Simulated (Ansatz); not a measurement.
# C₂H₃F₃GeO₂: ionisation energy by level of theory

The task here is to estimate one member of a computed series from the others.

Method: unrestricted cation, the program's frozen cores in correlated methods; program: Ansatz 0.2.0, Gaussian basis.

Levels to be run: UKS PBE-D4/def2-TZVPP; UKS r2SCAN-D4/def2-TZVPP; UKS PBE0-D4/def2-TZVPP; UKS B3LYP-D4/def2-TZVPP; UKS wB97X-V/def2-TZVPP; UKS wB97M-V/def2-TZVPP; UKS B2PLYP/def2-TZVPP; UHF-CCSD(T)/def2-TZVPP; UHF-MP2/def2-QZVPP; extrapolation to the limit; then −ε(HOMO) from the neutral's earlier runs with LDA (SPW92), PBE-D4, revPBE-D4, BLYP-D4, r2SCAN-D4, B97M-V, PBE0-D4, B3LYP-D4, r2SCANh-D4, r2SCAN0-D4, HSE06-D4, BHLYP-D4, CAM-B3LYP-D4, LC-ωPBE, ωB97X-V, ωB97M-V.

**Structure used throughout**

All runs share one geometry, relaxed beforehand with PBE0-D4 in a triple-zeta def2 set.

SMILES `CC(=O)[O][Ge]([F])([F])[F]`, 11 atoms, charge 0, spin multiplicity 1.

Atoms are counted from 1 here; the program's logs count them from 0.

Bond lengths: C1–C2 1.479 Å, C1–H9 1.092 Å, C1–H10 1.086 Å, C1–H11 1.092 Å, C2–O3 1.235 Å, C2–O4 1.307 Å, O4–Ge5 1.854 Å, Ge5–F6 1.703 Å, Ge5–F7 1.703 Å, Ge5–F8 1.712 Å. Angles: C2–C1–H9 109.0°, C2–C1–H10 110.4°, C2–C1–H11 109.1°, H9–C1–H10 110.5°, H9–C1–H11 107.3°, H10–C1–H11 110.5°, C1–C2–O3 125.6°, C1–C2–O4 119.0°, O3–C2–O4 115.4°, C2–O4–Ge5 95.9°, O4–Ge5–F6 117.6°, O4–Ge5–F7 117.7°, O4–Ge5–F8 96.6°, F6–Ge5–F7 116.0°, F6–Ge5–F8 101.6°, F7–Ge5–F8 101.6°.

The first run:

The input, in.yaml:

```yaml
crystal:
  periodic: [false, false, false]
  atoms:
    - {symbol: C, position_ang: [1.150537, -1.465884, 0.752417]}
    - {symbol: C, position_ang: [0.413688, -0.319812, 0.177359]}
    - {symbol: O, position_ang: [0.922300, 0.724601, -0.242487]}
    - {symbol: O, position_ang: [-0.888968, -0.382726, 0.090195]}
    - {symbol: Ge, position_ang: [-1.109863, 1.292473, -0.673873]}
    - {symbol: F, position_ang: [-0.889307, 2.652807, 0.327011]}
    - {symbol: F, position_ang: [-0.656708, 1.484902, -2.304382]}
    - {symbol: F, position_ang: [-2.816538, 1.229455, -0.797069]}
    - {symbol: H, position_ang: [0.794120, -1.643960, 1.768820]}
    - {symbol: H, position_ang: [2.218521, -1.267399, 0.752971]}
    - {symbol: H, position_ang: [0.927620, -2.361556, 0.169538]}
basis:
  gaussian: {orbitals: def2-TZVPP}
total_charge: 1
magnetization: {spin_polarized: true, initial_magnetization: 1}
hamiltonian: {xc: pbe, dispersion: d4}
```

The run is started by

```bash
$ ansatz run in.yaml --threads 2 --pin off --events-out ev --progress --plain --max-ram 32768MiB --backend cuda --devices 0, --max-vram 18GiB
```

Among the steps run: Cation, UKS PBE-D4/def2-TZVPP; Cation, UKS r2SCAN-D4/def2-TZVPP; Cation, UKS PBE0-D4/def2-TZVPP; Cation, UKS B3LYP-D4/def2-TZVPP; Cation, UKS wB97X-V/def2-TZVPP; Cation, UKS wB97M-V/def2-TZVPP; Cation, UKS B2PLYP (frozen core)/def2-TZVPP; Cation, UHF-CCSD(T)/def2-TZVPP; Cation, UHF-MP2/def2-QZVPP.

One table of the session follows, with a row left open; its other results are not shown here.

Orbital estimates, from the neutral's runs:

```
  functional  −ε(HOMO) (eV)
 LDA (SPW92)           8.46
      PBE-D4           8.21
   revPBE-D4           8.12
     BLYP-D4           8.13
   r2SCAN-D4           8.61
      B97M-V           8.72
     PBE0-D4           9.96
    B3LYP-D4           9.71
  r2SCANh-D4           9.27
  r2SCAN0-D4          10.25
    HSE06-D4           9.55
    BHLYP-D4          11.68
CAM-B3LYP-D4              ?
     LC-ωPBE          12.80
     ωB97X-V          12.45
     ωB97M-V          12.38
```

Q: Estimate the row for CAM-B3LYP-D4 from the others.

**Answer.** −ε(HOMO) (eV): 11.48. In the column «−ε(HOMO) (eV)» it lies between r2SCAN0-D4 (10.25) and BHLYP-D4 (11.68).

Caveats from the session: The cation may have settled in a state other than its lowest; no search over hole states beyond the program's own was made.
